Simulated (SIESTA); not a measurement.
Co: equation of state with PBEsol

Crystal: Co.

```
CELL_PARAMETERS angstrom
0.00000 3.21737 3.21737
3.21737 0.00000 3.21737
3.21737 3.21737 0.00000
ATOMIC_POSITIONS crystal
Co 0.12500 0.12500 0.12500
Co 0.62500 0.12500 0.12500
Co 0.12500 0.62500 0.12500
Co 0.12500 0.12500 0.62500
Co 0.50000 0.50000 0.50000
Co 0.75000 0.75000 0.75000
```

This isn't the form of Co at room conditions, which is hcp.

```json
{
 "Program": "SIESTA 5.4.2",
 "Task": "equation of state",
 "Functional": "PBEsol",
 "Potentials or basis": "PseudoDojo 0.4 standard (PBEsol files)",
 "Basis": "DZP (energy shift 0.003 Ry; two zetas on semicore shells)",
 "Grid cutoff": "800 Ry",
 "Energy shift": "0.003 Ry",
 "k mesh": "7 × 7 × 7",
 "Occupations": "fermi-dirac, width 0.05 eV",
 "Spin": "collinear spin, ferromagnetic start",
 "Starting moments": "[2.0, 2.0, 2.0, 2.0, 2.0, 2.0] μB"
}
```

* Equilibrium volume: 10.91 Å³/atom
* Bulk modulus: 237 GPa
* Pressure derivative of the bulk modulus: 4.0 (rough: it moves with the points fitted)

Energy against volume, from the lowest point:
```
volume (Å³/atom)  energy (meV/atom)
          10.435              16.12
          10.657               4.54
          10.879               0.00
          11.102               2.11
          11.324              10.68
          11.546              25.46
          11.768              43.85
```

All runs of the series together: 31 min on 1 thread of Arm Neoverse V2, on a shared host.

Caveat: short orbitals over semicore shells can move pressures by several GPa; the basis of atomic orbitals isn't converged, which shifts pressures, moduli and gaps.
